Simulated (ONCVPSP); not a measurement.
**An ONCV potential for copper, from input to tests**

Do these settings give a usable potential? It is generated, then checked for transferability, scattering, ghosts and hardness.

Program: ONCVPSP 4.0.1. Reference atom: PBE, scalar-relativistic, spherical and spin-unpolarised. All values are calculated.

### 1 Settings

Typed settings, in words:

* element: copper (Cu, Z = 29)
* type: optimised norm-conserving Vanderbilt (ONCV)
* frozen core: [Ne]
* valence charge: 19
* reference configuration: 3s2 3p6 3d10 4s1
* partial waves: 3s+4s: rc 1.05 bohr, ncon 5, nbas 8, qcut 9.2 1/bohr, 3 projectors, debl 2.2 Ha; 3p: rc 1.05 bohr, ncon 3, nbas 7, qcut 14 1/bohr, 2 projectors, debl 2.9 Ha; 3d: rc 0.80 bohr, ncon 3, nbas 8, qcut 12.4 1/bohr, 1 projector
* local potential: polynomial inside 0.55 bohr (lpopt 4, dvloc0 -1 Ha)
* core correction: Teter function, fcfact 2.25, rcfact 1.75

The outer shells as boxes (Hund's rule for the drawing; the calculation is spin-unpolarised):

```
[Ne] core
3s [↑↓]
3p [↑↓][↑↓][↑↓]
3d [↑↓][↑↓][↑↓][↑↓][↑↓]
4s [↑ ]
```

The nodes and maxima of the atom's own shells, from an earlier all-electron run, set the scale for the radii.

All-electron outer shells of the reference configuration (PBE, scalar-relativistic, ld1.x):

| shell | level (eV) | outermost node (bohr) | outermost maximum (bohr) |
| --- | --- | --- | --- |
| 2p | -916.98 | – | 0.16 |
| 3s | -114.70 | 0.29 | 0.61 |
| 3p | -72.14 | 0.26 | 0.62 |
| 3d | -5.04 | – | 0.60 |
| 4s | -4.61 | 0.89 | 2.27 |
| 4p | -0.70 | 0.97 | 3.65 |

### 2 The generation run

The input, Cu.dat:

```
# ATOM AND REFERENCE CONFIGURATION
# atsym  z   nc   nv     iexc    psfile
  Cu 29.00    3    4        4      upf
#
#   n    l    f
    1    0    2.00
    2    0    2.00
    2    1    6.00
    3    0    2.00
    3    1    6.00
    3    2   10.00
    4    0    1.00
#
# PSEUDOPOTENTIAL AND OPTIMIZATION
# lmax
    2
#
#   l,   rc,      ep,       ncon, nbas, qcut
    0    1.05    0.00    5    8    9.20
    1    1.05    0.00    3    7   14.00
    2    0.80    0.00    3    8   12.40
#
# LOCAL POTENTIAL
# lloc, lpopt,  rc(5),   dvloc0
    4    4    0.55   -1.00
#
# VANDERBILT-KLEINMAN-BYLANDER PROJECTORs
# l, nproj, debl
    0    3    2.20
    1    2    2.90
    2    1    1.30
#
# MODEL CORE CHARGE
# icmod, fcfact, rcfact
    3    2.25    1.75
#
# LOG DERIVATIVE ANALYSIS
# epsh1, epsh2, depsh
   -6.00    5.00    0.04
#
# OUTPUT GRID
# rlmax, drl
    6.00    0.01
#
# TEST CONFIGURATIONS
# ncnf
    4
# nvcnf
#   n    l    f
    4
    3    0    2.00
    3    1    6.00
    3    2   10.00
    4    0    0.00
#
    4
    3    0    2.00
    3    1    6.00
    3    2    9.00
    4    0    0.00
#
    4
    3    0    2.00
    3    1    6.00
    3    2    8.00
    4    0    0.00
#
    4
    3    0    2.00
    3    1    5.00
    3    2   10.00
    4    0    1.00
#
```

Launch:

```bash
$ oncvpsp.x < Cu.dat > Cu.out
```

Output in Cu.out (without the consistency checks and plot data):

```text
ONCVPSP  (Optimized Norm-Conservinng Vanderbilt PSeudopotential)
scalar-relativistic version 4.0.1

#   n    l    f        energy (Ha)
    1    0    2.00    -3.2527452E+02
    2    0    2.00    -3.9045224E+01
    2    1    6.00    -3.3698282E+01
    3    0    2.00    -4.2152924E+00
    3    1    6.00    -2.6512387E+00
    3    2   10.00    -1.8516466E-01
    4    0    1.00    -1.6941097E-01

Reference configufation results
  iterations    31
  all-electron total energy (Ha)   -1.65484922D+03

Begin loop to  construct optimized pseudo wave functions
and semi-local pseudopoentials for all angular momenta

   Wellstate for l =  0  n =  5
     eigenvalue =   2.0306
     asymptotic potential =   2.5306
     half-point radius =  2.6592

Calculating optimized projector #   1

 for l=   0

    Fraction of norm inside rc  0.891775
    Optimizing pswf for qcut=   9.20 a_B^-1,  ecut=  42.29 Ha
    Residual kinetic energy error=  3.46D-03 Ha

    Energy error per electron        Cutoff
         Ha          eV             Ha
         0.01000     0.27211       36.16
         0.00100     0.02721      107.71
         0.00010     0.00272      148.63
         0.00001     0.00027      168.44

Calculating optimized projector #   2

 for l=   0

    Fraction of norm inside rc  0.023351
    Optimizing pswf for qcut=   9.20 a_B^-1,  ecut=  42.29 Ha
    Residual kinetic energy error=  4.13D-04 Ha

    Energy error per electron        Cutoff
         Ha          eV             Ha
         0.01000     0.27211       18.34
         0.00100     0.02721       37.50
         0.00010     0.00272       70.77
         0.00001     0.00027      146.41

Calculating optimized projector #   3

 for l=   0

    Fraction of norm inside rc  0.041488
    Optimizing pswf for qcut=   9.20 a_B^-1,  ecut=  42.29 Ha
    Residual kinetic energy error=  1.26D-03 Ha

    Energy error per electron        Cutoff
         Ha          eV             Ha
         0.01000     0.27211       29.32
         0.00100     0.02721       43.59
         0.00010     0.00272       83.02
         0.00001     0.00027      147.80

   Wellstate for l =  1  n =  4
     eigenvalue =   0.2488
     asymptotic potential =   0.7488
     half-point radius =  3.5072

Calculating optimized projector #   1

 for l=   1

    Fraction of norm inside rc  0.847228
    Optimizing pswf for qcut=  14.01 a_B^-1,  ecut=  98.20 Ha
    Residual kinetic energy error=  4.50D-08 Ha

    Energy error per electron        Cutoff
         Ha          eV             Ha
         0.01000     0.27211       36.58
         0.00100     0.02721       46.16
         0.00010     0.00272       54.77
         0.00001     0.00027       61.66

Calculating optimized projector #   2

 for l=   1

    Fraction of norm inside rc  0.034004
    Optimizing pswf for qcut=  14.01 a_B^-1,  ecut=  98.20 Ha
    Residual kinetic energy error=  5.98D-09 Ha

    Energy error per electron        Cutoff
         Ha          eV             Ha
         0.01000     0.27211       25.60
         0.00100     0.02721       36.87
         0.00010     0.00272       46.06
         0.00001     0.00027       53.99

Calculating optimized projector #   1

 for l=   2

    Fraction of norm inside rc  0.451616
    Optimizing pswf for qcut=  12.40 a_B^-1,  ecut=  76.92 Ha
    Residual kinetic energy error=  9.26D-03 Ha

    Energy error per electron        Cutoff
         Ha          eV             Ha
         0.01000     0.27211       76.49
         0.00100     0.02721      368.88
         0.00010     0.00272      659.28

Construct Vanderbilt / Kleinmman-Bylander projectors

B matrix Hermiticity error, ll=   0
   1   2    4.3111E-04
   1   3   -8.9022E-04
   2   3    7.5152E-05

  Orthonormal projector coefficients  1.9747E+02  2.5621E+01  4.7239E+00

B matrix Hermiticity error, ll=   1
   1   2    3.3482E-04

  Orthonormal projector coefficients  1.3166E+01  2.0302E+00

Model core correction analysis
  based on d2Exc/dn_idn_j

d2excae - all-electron derivatives

   -4.338144D-02   -4.014180D-02   -2.757816D-02   -1.541291D-03
   -4.014198D-02   -3.848482D-02   -2.725529D-02   -1.864240D-03
   -2.757852D-02   -2.725551D-02   -2.460790D-02   -7.274296D-03
   -1.541147D-03   -1.863896D-03   -7.272240D-03   -3.482237D-02

d2excps - pseudofunction derivatives with no core correction

   -4.585172D-02   -4.113708D-02   -3.000764D-02   -1.736888D-03
   -4.113756D-02   -3.920581D-02   -2.996623D-02   -1.933824D-03
   -3.000816D-02   -2.996640D-02   -2.622898D-02   -7.346524D-03
   -1.736534D-03   -1.933479D-03   -7.344469D-03   -3.485974D-02

rms 2nd derivative error    1.537720E-03

rmatch, rhocmatch    0.3500   79.2720

Teter function model core charge with specified parameters

d2excps - pseudofunction derivatives with core correction

   -3.847162D-02   -3.677214D-02   -2.769242D-02   -1.350625D-03
   -3.677218D-02   -3.578954D-02   -2.779480D-02   -1.713259D-03
   -2.769259D-02   -2.779493D-02   -2.463017D-02   -7.233771D-03
   -1.350464D-03   -1.712904D-03   -7.231715D-03   -3.483961D-02

rms 2nd derivative error    1.850872E-03

Pseudoatom total energy -196.864795

Diagnostic tests using Vanderbilt-Kleinman-Bylander pseudopotentials
  1 or more projectors used as specified by nproj input data

   l    rcore       rmatch      e in        delta e   norm test  slope test

   0   1.0520890   1.0840327  -4.2152924  -0.0000004   1.0002343   1.0002346
   0   1.0520890   1.0840327  -0.1694110   0.0000079   1.0000826   1.0000695
   0   1.0520890   1.0840327   2.0305890   0.0001361   1.0005119   1.0005119

   1   1.0520890   1.0840327  -2.6512387  -0.0000087   1.0002005   1.0002258
   1   1.0520890   1.0840327   0.2487613   0.0000534   1.0004354   1.0004354

   2   0.8037914   0.8281963  -0.1851647  -0.0006409   0.9997555   0.9982716

 Testing for bound ghosts
   n   l    E NL Schr. Eq   E Basis Diag.   E Cutoff

   1   0       -4.215293       -4.215271    316.00
   2   0       -0.169403        0.191571    316.00

   2   1       -2.651247       -2.651068    201.53

   3   2       -0.185806       -0.114914    398.43

 Testing for highly-localized positive-energy ghosts
       l    <radius>/rc     E Basis Diag.   E Cutoff

       0        0.438508       62.825082    316.00  WARNING - GHOST(+)

       0        0.438354      293.392507    316.00  WARNING - GHOST(+)

Test configuration 0

   n   l     f        eae           eps        diff
   1   0  2.0000 -325.27451999
   2   0  2.0000  -39.04522397
   2   1  6.0000  -33.69828223
   3   0  2.0000   -4.21529237   -4.21529272   -3.54D-07
   3   1  6.0000   -2.65123870   -2.65124735   -8.65D-06
   3   2 10.0000   -0.18516466   -0.18580557   -6.41D-04
   4   0  1.0000   -0.16941097   -0.16940310    7.87D-06

    Total energies and differences
      AE_ref= -1.65484922D+03  AE_tst= -1.65484922D+03  dif=  0.00D+00
      PS_ref= -1.96864795D+02  PS_tst= -1.96864795D+02  dif=  5.68D-14
      PSP excitation error= -5.68D-14

Test configuration 1

   n   l     f        eae           eps        diff
   1   0  2.0000 -325.59186900
   2   0  2.0000  -39.35290449
   2   1  6.0000  -34.00678728
   3   0  2.0000   -4.53200588   -4.53182630    1.80D-04
   3   1  6.0000   -2.96913099   -2.96892254    2.08D-04
   3   2 10.0000   -0.50194273   -0.50274601   -8.03D-04

    Total energies and differences
      AE_ref= -1.65484922D+03  AE_tst= -1.65454971D+03  dif=  3.00D-01
      PS_ref= -1.96864795D+02  PS_tst= -1.96565314D+02  dif=  2.99D-01
      PSP excitation error=  3.31D-05

Test configuration 2

   n   l     f        eae           eps        diff
   1   0  2.0000 -326.21755518
   2   0  2.0000  -39.99094519
   2   1  6.0000  -34.64342349
   3   0  2.0000   -5.15541721   -5.15658284   -1.17D-03
   3   1  6.0000   -3.58743895   -3.58858267   -1.14D-03
   3   2  9.0000   -1.08881248   -1.09042104   -1.61D-03

    Total energies and differences
      AE_ref= -1.65484922D+03  AE_tst= -1.65376575D+03  dif=  1.08D+00
      PS_ref= -1.96864795D+02  PS_tst= -1.95780106D+02  dif=  1.08D+00
      PSP excitation error= -1.22D-03

Test configuration 3

psatom: WARNING lschvkbb convergence error n,l,iter=   3   2   3
ea(ii),et,emin,emax -1.858056E-01 -2.043861E-01 -2.043861E-01 -2.043861E-01
run_config: WARNING for fully non-local PS atom, stg. 1
 WARNING no output for configuration 4

Test configuration 4

   n   l     f        eae           eps        diff
   1   0  2.0000 -326.01809516
   2   0  2.0000  -39.66522492
   2   1  6.0000  -34.33140229
   3   0  2.0000   -4.79498349   -4.79528395   -3.00D-04
   3   1  5.0000   -3.22613340   -3.22488670    1.25D-03
   3   2 10.0000   -0.72294243   -0.72509929   -2.16D-03
   4   0  1.0000   -0.50316827   -0.50302438    1.44D-04

    Total energies and differences
      AE_ref= -1.65484922D+03  AE_tst= -1.65192630D+03  dif=  2.92D+00
      PS_ref= -1.96864795D+02  PS_tst= -1.93941550D+02  dif=  2.92D+00
      PSP excitation error= -3.22D-04
```

Wall time 3.8 s (1 thread of AMD EPYC 9R45, shared host).

All-electron and pseudo partial waves u(r) = r·R(r), from the program's wave files:

| r (bohr) | 3d AE | 3d PS |
| --- | --- | --- |
| 0.053 | 0.0232 | 0.0044 |
| 0.105 | 0.1148 | 0.0315 |
| 0.158 | 0.2583 | 0.0980 |
| 0.210 | 0.4151 | 0.2063 |
| 0.262 | 0.5639 | 0.3534 |
| 0.315 | 0.6942 | 0.5294 |
| 0.368 | 0.7978 | 0.7080 |
| 0.420 | 0.8736 | 0.8606 |
| 0.473 | 0.9262 | 0.9757 |
| 0.525 | 0.9568 | 1.0437 |
| 0.578 | 0.9706 | 1.0693 |
| 0.630 | 0.9704 | 1.0536 |
| 0.683 | 0.9598 | 1.0075 |
| 0.735 | 0.9418 | 0.9557 |
| 0.788 | 0.9180 | 0.9186 |
| 0.840 | 0.8910 | 0.8913 |
| 0.893 | 0.8613 | 0.8614 |
| 0.945 | 0.8307 | 0.8309 |
| 0.998 | 0.7991 | 0.7992 |
| 1.050 | 0.7680 | 0.7681 |
| 1.102 | 0.7374 | 0.7374 |
| 1.155 | 0.7068 | 0.7068 |
| 1.208 | 0.6771 | 0.6770 |
| 1.260 | 0.6489 | 0.6489 |
| 1.313 | 0.6213 | 0.6212 |
| 1.365 | 0.5953 | 0.5951 |

Densities times 4π (e/bohr³); a dash where the program caps the true core:

| r (bohr) | pseudo valence | true core | model core |
| --- | --- | --- | --- |
| 0.053 | 11.84 | – | 174.2 |
| 0.158 | 26.08 | – | 144.3 |
| 0.262 | 53.67 | 342.9 | 98.94 |
| 0.368 | 80.52 | 58.2 | 54.5 |
| 0.473 | 85.36 | 8.971 | 23.75 |
| 0.578 | 69.69 | 1.326 | 7.741 |
| 0.683 | 47.24 | 0.194 | 1.704 |
| 0.788 | 29.92 | 0.02822 | 0.1922 |
| 0.893 | 19 | 0.004111 | 0.002121 |
| 0.998 | 11.95 | 0.0006048 | 0.003538 |
| 1.102 | 7.626 | 9.206e-05 | 0.001773 |
| 1.208 | 4.917 | 1.354e-05 | 2.027e-05 |
| 1.313 | 3.265 | 2.092e-06 | 0.0001552 |

### 3 Transferability, from the output's test configurations

1 test gave no usable energy difference (3s2 3p6 3d8 4s0).

The tests as a table, with energies relative to 3s2 3p6 3d10 4s1.

| valence configuration | charge | ΔE all-electron (eV) | error AE − PS (meV) |
| --- | --- | --- | --- |
| 3s2 3p6 3d10 4s0 | +1 | 8.150 | +0.9 |
| 3s2 3p6 3d9 4s0 | +2 | 29.483 | -33 |
| 3s2 3p5 3d10 4s1 | +1 | 79.537 | -8.8 |

### 4 Scattering by logarithmic derivatives

Taken from the files of the generation run. The phase is arctan(r·R′/R) of the radial function R, unwrapped, with energies in Ha. A pole is an energy at which the radial function vanishes at the test radius. The pseudo phase is shifted by a multiple of π to meet the all-electron one at the reference energy. Levels narrower than the energy grid can be missing from the poles. The last column is the largest difference on the grid between −0.5 and +0.5 Ha.

| channel | radius (bohr) | reference (Ha) | poles AE | poles PS | window around the reference with phases within 0.05 rad (Ha) | largest difference near zero (rad) |
| --- | --- | --- | --- | --- | --- | --- |
| s | 1.06 | -0.17 | -2.67 | -2.67 | the whole range | 0.000 |
| p | 1.06 | -2.65 | -0.95 | -0.95 | the whole range | 0.000 |
| d | 0.81 | -0.19 | 4.40 | 4.74 | the whole range | 0.001 |

Phases (rad) along the scan:

| E (Ha) | d AE | d PS | p AE | p PS |
| --- | --- | --- | --- | --- |
| -5.96 | 0.930 | 0.939 | 0.928 | 0.928 |
| -5.40 | 0.865 | 0.875 | 0.777 | 0.777 |
| -4.84 | 0.782 | 0.793 | 0.516 | 0.516 |
| -4.28 | 0.674 | 0.687 | 0.053 | 0.053 |
| -3.72 | 0.532 | 0.546 | -0.551 | -0.551 |
| -3.16 | 0.345 | 0.360 | -0.998 | -0.998 |
| -2.60 | 0.106 | 0.118 | -1.251 | -1.251 |
| -2.04 | -0.176 | -0.167 | -1.401 | -1.401 |
| -1.48 | -0.464 | -0.459 | -1.501 | -1.501 |
| -0.92 | -0.717 | -0.716 | -1.574 | -1.574 |
| -0.36 | -0.919 | -0.920 | -1.633 | -1.633 |
| 0.20 | -1.074 | -1.074 | -1.684 | -1.684 |
| 0.76 | -1.192 | -1.191 | -1.732 | -1.732 |
| 1.32 | -1.284 | -1.281 | -1.779 | -1.779 |
| 1.88 | -1.358 | -1.352 | -1.830 | -1.830 |
| 2.44 | -1.418 | -1.410 | -1.887 | -1.887 |
| 3.00 | -1.469 | -1.458 | -1.954 | -1.955 |
| 3.56 | -1.513 | -1.500 | -2.040 | -2.040 |
| 4.12 | -1.553 | -1.536 | -2.153 | -2.153 |
| 4.68 | -1.589 | -1.568 | -2.311 | -2.312 |

### 5 Plane-wave cutoff and ghosts

Read off the output, the cutoffs (Ha) at which the residual kinetic energy of the hardest occupied pseudo-wave falls to 1 and 0.1 mHa per electron: 369 Ha and 659 Ha.

The program's own ghost test: no bound ghost flagged; GHOST(+) flagged for s at 1709.6 eV, s at 7983.6 eV.

Cutoff (Ha) at which the first wave of each channel reaches a given error (Ha per electron):

| error | s | p | d |
| --- | --- | --- | --- |
| 1.0e-02 | 36.2 | 36.6 | 76.5 |
| 3.2e-03 | 43.6 | 41.7 | 160.0 |
| 1.0e-03 | 107.7 | 46.2 | 368.9 |
| 3.2e-04 | 134.1 | 50.9 | 482.4 |
| 1.0e-04 | 148.6 | 54.8 | 659.3 |

### 6 Summary of results

```
                                                quantity                                                   value
  cutoffs for 1 and 0.1 mHa per electron, occupied waves                                       369 Ha and 659 Ha
                                            bound ghosts                                              none found
                                          GHOST(+) flags  s at 1710 eV (1 near or above the test basis's cutoff)
                       largest miss of a reference level                                             17 meV (3d)
                            largest test error (AE − PS)          -33 meV, for 3s2 3p6 3d9 4s0 (1 test unsolved)
largest phase difference near zero energy, channels read                                               0.001 rad
 rms error of d²Exc/dn², without and with the model core                                       1.54 and 1.85 mHa
```

In words: By total energies transferability is fair where solved: the largest error is 33 meV on 29.5 eV, for 3s2 3p6 3d9 4s0. Of the tests 1 gave no usable energy difference, which is a warning in itself. It counts as very hard, with 369 Ha needed at the looser tolerance. At the looser tolerance the 3d wave is the slowest; 3s needs 108 Ha. It is free of bound ghosts as far as tested. Near zero energy the phases of the channels with partial waves agree within 0.001 rad. The program also flags highly localised states, GHOST(+) (s). All of this concerns the isolated atom, not yet a solid.
